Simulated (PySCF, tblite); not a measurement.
# C₄H₈BF₂Ga: geometry, infrared bands and NMR shifts

What infrared bands and NMR shifts should C₄H₈BF₂Ga (`CB(C)/C(F)=[CH]/[GaH][F]`) show?

Programs: tblite 0.8.0 and PySCF 2.14.0, with density-fitted response routines of our own. Each step states its level of theory. These are calculated values for one molecule in the gas phase, unless marked as measured. Atoms are numbered from 0 throughout.

**1. The starting structure**

16 atoms, charge 0, multiplicity 1; geometry from: force field or distance geometry start.

Bonds of the start (Å): C0–B1 1.60, B1–C2 1.58, B1–C3 1.58, C3–F4 1.35, C3–C5 1.34, C5–Ga6 2.03, Ga6–F7 1.84, C0–H8 1.11, C0–H9 1.12, C0–H10 1.10, C2–H11 1.13, C2–H12 1.08, C2–H13 1.12, C5–H14 1.09, Ga6–H15 1.63.

**2. Relaxing the molecule with GFN2-xTB**

Job settings and geometry (Å):

```
{"job": {"kind": "relax", "xc": "GFN2-xTB", "basis": "xTB"}, "charge": 0, "multiplicity": 1}
C     -1.453400     1.437600     0.491500
B     -0.920800    -0.060000     0.357600
C     -1.988200    -1.109100    -0.147900
C      0.513700    -0.159200    -0.303700
F      0.674900     0.002400    -1.638000
C      1.553800    -0.423900     0.491200
Ga     3.251200    -0.493300    -0.627100
F      4.719500    -0.991600     0.358200
H     -2.045500     1.665800    -0.413700
H     -2.087900     1.472200     1.415200
H     -0.587200     2.108300     0.634000
H     -2.372400    -0.742100    -1.145200
H     -1.522400    -2.083200    -0.193600
H     -2.875300    -1.079700     0.534600
H      1.365700    -0.540700     1.561200
H      3.766700     1.005400    -1.026700
```

The run is started by

```console
> OMP_NUM_THREADS=1 python probes_run.py task.json out
```

The driver reads the jobs from task.json and runs them one after another.

The program printed:

```text
step      E/eV     max force
  0    -666.89085    3.040
  1    -667.21332    2.230
  2    -667.55369    1.235
  3    -667.65410    1.089
  4    -667.73716    0.707
  5    -667.84161    0.918
  6    -667.91978    0.834
  7    -667.98235    0.558
  8    -668.01475    0.341
  9    -668.03891    0.436
 10    -668.05480    0.435
 11    -668.07310    0.429
 12    -668.09193    0.351
 13    -668.10971    0.331
 14    -668.12337    0.377
 15    -668.13300    0.267
 16    -668.14041    0.205
 17    -668.14852    0.269
 18    -668.15761    0.350
 19    -668.16568    0.303
 20    -668.17095    0.142
 21    -668.17349    0.098
 22    -668.17502    0.117
 23    -668.17663    0.130
 24    -668.17780    0.077
 25    -668.17854    0.066
 26    -668.17923    0.071
 27    -668.18024    0.107
 28    -668.18174    0.133
 29    -668.18357    0.133
 30    -668.18518    0.131
 31    -668.18628    0.080
 32    -668.18708    0.077
 33    -668.18783    0.083
 34    -668.18886    0.108
 35    -668.19054    0.144
 36    -668.19314    0.158
 37    -668.19642    0.195
 38    -668.19959    0.147
 39    -668.20227    0.146
 40    -668.20500    0.163
 41    -668.20896    0.213
 42    -668.21441    0.291
 43    -668.21971    0.252
 44    -668.22211    0.250
 45    -668.22515    0.217
 46    -668.22750    0.120
 47    -668.22939    0.057
 48    -668.23051    0.071
 49    -668.23133    0.066
 50    -668.23206    0.070
 51    -668.23299    0.070
 52    -668.23411    0.099
 53    -668.23524    0.113
 54    -668.23639    0.101
 55    -668.23779    0.087
 56    -668.23942    0.092
 57    -668.24087    0.079
 58    -668.24202    0.074
 59    -668.24304    0.078
 60    -668.24423    0.085
 61    -668.24560    0.122
 62    -668.24674    0.086
 63    -668.24750    0.053
 64    -668.24784    0.046
 65    -668.24826    0.049
 66    -668.24893    0.053
 67    -668.24979    0.067
 68    -668.25068    0.073
 69    -668.25141    0.068
 70    -668.25190    0.059
 71    -668.25228    0.049
 72    -668.25275    0.066
 73    -668.25341    0.079
 74    -668.25417    0.068
 75    -668.25467    0.089
 76    -668.25540    0.077
 77    -668.25623    0.056
 78    -668.25784    0.067
 79    -668.25965    0.090
 80    -668.26169    0.213
 81    -668.26369    0.120
 82    -668.26651    0.154
 83    -668.26849    0.120
 84    -668.26922    0.106
 85    -668.27136    0.062
 86    -668.27249    0.071
 87    -668.27350    0.093
 88    -668.27453    0.100
 89    -668.27573    0.107
 90    -668.27704    0.097
 91    -668.27931    0.101
 92    -668.28192    0.120
 93    -668.28403    0.139
 94    -668.28638    0.224
 95    -668.29061    0.165
 96    -668.29327    0.127
 97    -668.29540    0.110
 98    -668.29787    0.140
 99    -668.29941    0.105
100    -668.30095    0.099
101    -668.30282    0.113
102    -668.30460    0.149
103    -668.30678    0.171
104    -668.31004    0.116
105    -668.31231    0.104
106    -668.31404    0.093
107    -668.31562    0.128
108    -668.31736    0.087
109    -668.31927    0.110
110    -668.32121    0.135
111    -668.32265    0.123
112    -668.32387    0.071
113    -668.32487    0.081
114    -668.32596    0.073
115    -668.32695    0.074
116    -668.32797    0.066
117    -668.32889    0.065
118    -668.32973    0.071
119    -668.33064    0.062
120    -668.33175    0.080
121    -668.33331    0.090
122    -668.33519    0.108
123    -668.33709    0.089
124    -668.33872    0.094
125    -668.34048    0.131
126    -668.34191    0.143
127    -668.34414    0.124
128    -668.34644    0.101
129    -668.34842    0.130
130    -668.35026    0.142
131    -668.35287    0.151
132    -668.35682    0.215
133    -668.35882    0.253
134    -668.36140    0.351
135    -668.36229    0.124
136    -668.36436    0.166
137    -668.36505    0.110
138    -668.36583    0.080
139    -668.36667    0.062
140    -668.36760    0.074
141    -668.36881    0.058
142    -668.36946    0.088
143    -668.37051    0.066
144    -668.37107    0.048
145    -668.37187    0.071
146    -668.37233    0.095
147    -668.37300    0.075
148    -668.37385    0.064
149    -668.37453    0.068
150    -668.37535    0.089
151    -668.37623    0.132
152    -668.37737    0.115
153    -668.37865    0.076
154    -668.37994    0.059
155    -668.38058    0.063
156    -668.38106    0.076
157    -668.38138    0.066
158    -668.38163    0.042
159    -668.38184    0.033
160    -668.38203    0.034
161    -668.38233    0.041
162    -668.38264    0.043
163    -668.38300    0.045
164    -668.38336    0.037
165    -668.38372    0.035
166    -668.38411    0.050
167    -668.38451    0.057
168    -668.38493    0.055
169    -668.38528    0.037
170    -668.38548    0.027
171    -668.38556    0.023
172    -668.38561    0.017
173    -668.38566    0.014
174    -668.38570    0.014
175    -668.38574    0.014
176    -668.38579    0.014
177    -668.38584    0.016
178    -668.38590    0.016
179    -668.38596    0.015
180    -668.38601    0.017
181    -668.38607    0.017
182    -668.38617    0.017
183    -668.38631    0.022
184    -668.38644    0.035
185    -668.38659    0.038
186    -668.38672    0.038
187    -668.38692    0.035
188    -668.38716    0.030
189    -668.38746    0.029
190    -668.38766    0.031
191    -668.38778    0.033
192    -668.38785    0.028
193    -668.38791    0.023
194    -668.38802    0.016
195    -668.38811    0.018
196    -668.38819    0.015
197    -668.38821    0.012
198    -668.38824    0.009
```

Wall time 4 s (1 thread of Intel Xeon at 2.50GHz, shared host); peak memory 0.18 GiB.

Step by step: (not every step is listed)

| step | energy from step 0 (eV) | largest force (eV/Å) |
| --- | --- | --- |
| 0 | 0.0000 | 3.0403 |
| 1 | -0.3225 | 2.2303 |
| 2 | -0.6628 | 1.2345 |
| 3 | -0.7632 | 1.0888 |
| 4 | -0.8463 | 0.7067 |
| 5 | -0.9508 | 0.9178 |
| 6 | -1.0289 | 0.8340 |
| 7 | -1.0915 | 0.5583 |
| 8 | -1.1239 | 0.3414 |
| 26 | -1.2884 | 0.0712 |
| 44 | -1.3313 | 0.2496 |
| 62 | -1.3559 | 0.0861 |
| 80 | -1.3708 | 0.2134 |
| 98 | -1.4070 | 0.1402 |
| 116 | -1.4371 | 0.0665 |
| 134 | -1.4706 | 0.3508 |
| 152 | -1.4865 | 0.1149 |
| 170 | -1.4946 | 0.0275 |
| 188 | -1.4963 | 0.0299 |
| 193 | -1.4971 | 0.0229 |
| 194 | -1.4972 | 0.0163 |
| 195 | -1.4973 | 0.0179 |
| 196 | -1.4973 | 0.0151 |
| 197 | -1.4974 | 0.0116 |
| 198 | -1.4974 | 0.0090 |

Close pairs (by a distance rule), those that changed most:

| bond | before (Å) | after (Å) | change (Å) |
| --- | --- | --- | --- |
| Ga6–H15 | 1.634 | 1.537 | -0.098 |
| Ga6–F7 | 1.837 | 1.751 | -0.086 |
| C3–F4 | 1.354 | 1.429 | +0.075 |
| C2–H11 | 1.130 | 1.088 | -0.042 |
| C0–H9 | 1.121 | 1.087 | -0.034 |
| C2–H13 | 1.120 | 1.087 | -0.033 |
| B1–C3 | 1.583 | 1.558 | -0.025 |
| C0–B1 | 1.595 | 1.571 | -0.024 |

The end geometry stands in the next job.

**3. Harmonic vibrations with GFN2-xTB**

Job settings and geometry (Å):

```
{"job": {"kind": "ir", "xc": "GFN2-xTB", "basis": "xTB"}, "charge": 0, "multiplicity": 1}
C     -1.533965     1.097872     1.115277
B     -0.964962     0.019089     0.124986
C     -1.896351    -0.967807    -0.662409
C      0.573418    -0.066588    -0.106450
F      1.028391    -1.142605    -0.929281
C      1.596621     0.696473     0.277635
Ga     3.210888    -0.226921    -0.513610
F      4.278565    -1.059949     0.595865
H     -1.773236     2.000256     0.550693
H     -2.462801     0.784016     1.585287
H     -0.841068     1.394450     1.897818
H     -1.556125    -1.148375    -1.680385
H     -1.866573    -1.940272    -0.167229
H     -2.938879    -0.662807    -0.695510
H      1.416076     1.548705     0.914881
H      3.722403    -0.316592    -1.959932
```

The program printed:

```text
mode    cm-1     km/mol
  1      29.3      1.90
  2      40.5      1.36
  3      48.5      4.15
  4      60.1      1.80
  5      83.9      2.59
  6     115.1      3.23
  7     145.1      9.53
  8     175.9     12.34
  9     249.6      4.54
 10     294.9     12.82
 11     333.8     55.28
 12     345.7     10.12
 13     413.3      2.90
 14     461.7    106.33
 15     472.5     17.68
 16     510.1    121.73
 17     594.6     29.23
 18     689.4     17.55
 19     705.6     10.61
 20     782.3     19.60
 21     799.0     50.05
 22     857.0    165.64
 23     870.9      2.10
 24     897.7     57.36
 25    1075.8     11.24
 26    1161.6    271.56
 27    1167.7    147.05
 28    1378.0     68.25
 29    1383.9     20.90
 30    1466.4      3.24
 31    1471.4      2.96
 32    1482.6      2.36
 33    1489.4      1.58
 34    1583.3     84.98
 35    1729.1    401.87
 36    2987.7      7.53
 37    2994.5     16.89
 38    3029.8     14.15
 39    3041.6      9.83
 40    3046.8     27.77
 41    3047.8     36.76
 42    3069.0     10.30
```

It took 1.6 s on 1 thread of Intel Xeon at 2.50GHz, shared host; peak memory 0.18 GiB.

The strongest bands and the atoms that carry them (share of the mass-weighted mode):

| cm⁻¹ | km/mol | atoms |
| --- | --- | --- |
| 462 | 106.3 | F7 49 %, Ga6 18 %, C3 11 % |
| 510 | 121.7 | H15 69 %, C3 13 % |
| 857 | 165.6 | B1 28 %, H8 18 %, H12 15 % |
| 1162 | 271.6 | B1 58 %, C3 10 % |
| 1168 | 147.1 | B1 67 %, C0 10 % |
| 1378 | 68.2 | H12 19 %, H11 17 %, H8 13 %, H13 12 % |
| 1583 | 85.0 | C3 55 %, C5 41 % |
| 1729 | 401.9 | H15 97 % |

**4. NMR shieldings: PBE0/pcSseg-1**

The job, as its differences from that of step 3:

```diff
@@ -1,2 +1,2 @@
-{"job": {"kind": "ir", "xc": "GFN2-xTB", "basis": "xTB"}, "charge": 0, "multiplicity": 1}
+{"job": {"kind": "nmr", "xc": "PBE0", "basis": "pcSseg-1"}, "charge": 0, "multiplicity": 1}
 C     -1.533965     1.097872     1.115277
```

Level: GIAO PBE0/pcSseg-1 NMR shielding, non-relativistic, gas phase.

The program printed:

```text
coarse grid: 63696 points
cycle   1  E = -2305.5561020701  dE =  7.414e-02  |g| = 1.260e+00  |ddm| = 3.632e+00
cycle   2  E = -2305.2441908693  dE =  3.119e-01  |g| = 1.913e+00  |ddm| = 1.707e+00
cycle   3  E = -2305.7348291400  dE = -4.906e-01  |g| = 3.162e-01  |ddm| = 1.182e+00
cycle   4  E = -2305.7502186800  dE = -1.539e-02  |g| = 7.271e-02  |ddm| = 2.120e-01
cycle   5  E = -2305.7508067429  dE = -5.881e-04  |g| = 1.827e-02  |ddm| = 4.426e-02
cycle   6  E = -2305.7508711510  dE = -6.441e-05  |g| = 8.117e-03  |ddm| = 1.975e-02
cycle   7  E = -2305.7508863783  dE = -1.523e-05  |g| = 2.525e-03  |ddm| = 7.003e-03
cycle   8  E = -2305.7508877090  dE = -1.331e-06  |g| = 5.470e-04  |ddm| = 1.972e-03
final grid: 135520 points
cycle   9  E = -2305.7508648950  dE =  1.853e-08  |g| = 9.136e-04  |ddm| = 1.698e-03
cycle  10  E = -2305.7508645980  dE =  2.970e-07  |g| = 1.567e-03  |ddm| = 1.582e-03
cycle  11  E = -2305.7508650420  dE = -4.440e-07  |g| = 1.213e-04  |ddm| = 1.031e-03
cycle  12  E = -2305.7508650456  dE = -3.563e-09  |g| = 2.108e-05  |ddm| = 1.030e-04
cycle  13  E = -2305.7508650457  dE = -1.000e-10  |g| = 7.107e-06  |ddm| = 1.953e-05
converged SCF energy = -2305.7508650457

GIAO shielding tensors (ppm)
atom      isotropic    diamagn.    paramagn.     s11        s22        s33       span
  0 C      174.698     254.245     -79.546    155.559    179.660    188.876     33.317
  1 B       27.097     188.495    -161.398    -53.454     18.268    116.476    169.930
  2 C      174.305     253.003     -78.698    152.495    180.248    190.172     37.677
  3 C      -11.867     258.835    -270.702   -133.700     29.135     68.965    202.666
  4 F      251.622     478.411    -226.789    152.581    245.442    356.844    204.263
  5 C       35.874     261.616    -225.742    -85.939     50.676    142.886    228.825
  6 Ga    1439.742    2636.526   -1196.784   1293.222   1329.683   1696.322    403.101
  7 F      302.031     474.892    -172.861    150.208    330.868    425.017    274.809
  8 H       30.941      30.293       0.648     27.142     28.989     36.693      9.551
  9 H       30.508      30.053       0.455     26.529     29.409     35.587      9.058
 10 H       30.619      32.476      -1.857     26.149     30.267     35.442      9.293
 11 H       30.390      31.411      -1.022     25.625     30.192     35.352      9.727
 12 H       30.952      30.164       0.788     26.683     29.389     36.786     10.103
 13 H       30.576      29.987       0.589     26.632     29.635     35.460      8.827
 14 H       24.302      33.068      -8.766     21.054     23.938     27.915      6.861
 15 H       25.910      27.176      -1.266     19.335     20.942     37.452     18.117
```

Run time: 1.8 min. Hardware: 1 thread of Intel Xeon at 2.50GHz, shared host; peak memory 1 GiB.

The references, computed at this level on geometries of the same kind, shield at (ppm): ¹H TMS 31.72, ¹³C TMS 186.9, ¹⁹F CFCl3 170.9, ¹¹B BF3·OEt2 100.1. Their shielding less the atom's gives the shift. The references are single molecules in the gas phase, so shifts against H2O, NH3, PH3, H3PO4 or CFCl3 are not on the usual liquid scales and can be off by tens of ppm. Atoms listed in one row are averaged.

| atoms | environment | σ (ppm) | δ (ppm) |
| --- | --- | --- | --- |
| C3 | fully substituted alkene carbon | -11.9 | 198.8 |
| C5 | alkene CH | 35.9 | 151.1 |
| C0, C2 | methyl carbon bonded to B | 174.5 | 12.4 |
| H14 | hydrogen on an alkene CH | 24.30 | 7.41 |
| H15 | hydrogen on a Ga bonded to C, F | 25.91 | 5.81 |
| H8, H9, H10, H11, H12, H13 | hydrogen on a methyl carbon bonded to B | 30.66 | 1.05 |
| B1 | boron bonded to 3 C | 27.1 | 73.0 |
| F4 | vinylic fluorine | 251.6 | -80.7 |
| F7 | fluorine bonded to Ga | 302.0 | -131.1 |
| Ga6 | Ga bonded to C, F, H | 1440 | – |

The run also stored atomic charges by several schemes (e):

| atoms | Mulliken | IAO | Hirshfeld | ESP fit |
| --- | --- | --- | --- | --- |
| C0, C2 | -0.52 | -0.58 | -0.19 | -0.74 |
| B1 | 0.47 | 0.30 | 0.20 | 0.74 |
| C3 | 0.07 | 0.15 | 0.01 | -0.02 |
| F4 | -0.36 | -0.29 | -0.08 | -0.18 |
| C5 | -0.48 | -0.41 | -0.16 | -0.60 |
| Ga6 | 1.01 | 0.94 | 0.51 | 0.98 |
| F7 | -0.51 | -0.54 | -0.32 | -0.45 |

Mayer bond orders: C0–B1 1.06, B1–C2 1.06, B1–C3 0.94, C3–F4 0.72, C3–C5 1.79, C5–Ga6 0.70, Ga6–F7 0.84.

Orbitals, density, ELF and potential are computed afterwards from the orbital file.

Frontier orbitals at PBE0/pcSseg-1, with the share of their density that lies nearest to each atom:

| orbital | energy (eV) | lies on |
| --- | --- | --- |
| HOMO | -8.31 | C3, C5 about 33 % each; F4 11 %; H15 7 % |
| LUMO | -2.17 | B1 34 %; C5 25 %; C3 15 % |

ELF in a plane through or near 9 of the atoms.

Ten even steps from '0' (0.00) to '9' (1.00):
```
0000000000000000000000000000
0000000000000000000000000000
0000000000000000000000000000
0000000000010002310000000000
0000000000698018961000000000
0000000001999219972110000000
0000000134899317846762000000
0000000268546104387984000000
0000011128227336976772000000
0000013634684381572100000000
0000013741032391161000000000
0000031210576455986883000000
0000355303857204349999000000
0000366202788305528998000000
0000011000244018863562000000
0000000000000027851100000000
0000000000000001210000000000
0000000000000000000000000000
0000000000000000000000000000
0000000000000000000000000000
```
The map spans 13.7 Å across and 9.6 Å up, centred on the molecule. Atoms in the plane (x, y in Å): C0 (1.8, 1.3), B1 (1.0, -0.1), C2 (1.7, -1.5), C3 (-0.6, 0.0), F4 (-1.2, -1.3), C5 (-1.5, 0.9), Ga6 (-3.3, 0.0), H13 (2.7, -1.4), H14 (-1.1, 1.9).

log10 of the density (e/Å³) in the same plane.

Values, 10 rows by 14 columns:
```
-4.0 -4.0 -4.0 -4.0 -4.0 -4.0 -4.0 -4.0 -4.0 -4.0 -4.0 -4.0 -4.0 -4.0
-4.0 -4.0 -4.0 -4.0 -4.0 -3.4 -3.3 -3.2 -2.7 -3.0 -3.8 -4.0 -4.0 -4.0
-4.0 -4.0 -4.0 -3.4 -2.5 -1.5 -1.4 -1.7 -0.9 -1.5 -2.4 -3.7 -4.0 -4.0
-4.0 -3.8 -2.7 -2.0 -1.3 -0.2 -0.3 -1.2  0.1 -0.1 -1.2 -2.9 -4.0 -4.0
-4.0 -2.9 -1.5 -0.4 -0.2  0.4  0.1 -0.5  0.1 -0.2 -1.2 -2.9 -4.0 -4.0
-4.0 -2.7 -1.2  0.5  0.7 -0.6  1.0  0.1  0.1 -0.9 -1.8 -3.2 -4.0 -4.0
-4.0 -2.9 -1.7 -0.9 -1.1  0.5  0.5 -1.0  0.3  0.2 -0.8 -2.7 -4.0 -4.0
-4.0 -3.5 -2.6 -2.3 -2.3 -1.1 -1.0 -1.3 -0.2 -0.7 -1.5 -3.1 -4.0 -4.0
-4.0 -4.0 -3.9 -3.6 -3.8 -3.5 -3.3 -2.4 -1.8 -2.1 -2.9 -4.0 -4.0 -4.0
-4.0 -4.0 -4.0 -4.0 -4.0 -4.0 -4.0 -4.0 -3.6 -3.8 -4.0 -4.0 -4.0 -4.0
```
The map spans 13.7 Å across and 9.6 Å up, centred on the molecule. Atoms in the plane (x, y in Å): C0 (1.8, 1.3), B1 (1.0, -0.1), C2 (1.7, -1.5), C3 (-0.6, 0.0), F4 (-1.2, -1.3), C5 (-1.5, 0.9), Ga6 (-3.3, 0.0), H13 (2.7, -1.4), H14 (-1.1, 1.9).

On the surface of density 0.002 e/bohr³ the electrostatic potential runs, from the 1st to the 99th percentile, from -1.69 V near F7 to 2.40 V near Ga6.

**5. Results**

| quantity | value |
| --- | --- |
| strongest single infrared mode (GFN2-xTB) | 1729 cm⁻¹, 402 km/mol |
| zero-point energy (GFN2-xTB) | 66.6 kcal/mol |
| ¹³C shifts against TMS (PBE0/pcSseg-1, means over atoms taken as alike) | 198.8, 151.1, 12.4 ppm |
| ¹H shifts against TMS (PBE0/pcSseg-1, means over atoms taken as alike) | 7.41, 5.81, 1.05 ppm |
| ¹¹B shifts against BF3·OEt2 (PBE0/pcSseg-1) | 73.0 ppm |
| ¹⁹F shifts against CFCl3 (PBE0/pcSseg-1) | -80.7, -131.1 ppm |
| shieldings of Ga (PBE0/pcSseg-1) | Ga6 1439.7 ppm |
| surface potential, 1st and 99th percentile | -1.69 V and 2.40 V |

In words: The optimisation took 198 steps and gained 1.497 eV; among the close pairs (by a distance rule), Ga6–H15 changed most, from 1.634 to 1.537 Å. No mode is imaginary among the 42: a minimum at this level. The strongest single mode, at 1729 cm⁻¹, moves mainly H15. GFN2-xTB is a fitted tight-binding method: band positions and strengths are rough. Its intensities can rank the bands wrongly. The most deshielded hydrogen is H14 (hydrogen on an alkene CH), at 7.41 ppm: olefinic region. At PBE0/pcSseg-1: The largest span, 403 ppm, is at Ga6, where the paramagnetic term is -1197 ppm. By nearest atom (PBE0/pcSseg-1), the HOMO sits on C3, C5 about 33 % each; F4 11 % and the LUMO on B1 34 %; C5 25 %. Spin-orbit coupling is left out, which matters for shieldings and couplings at and beside the heavy atoms.
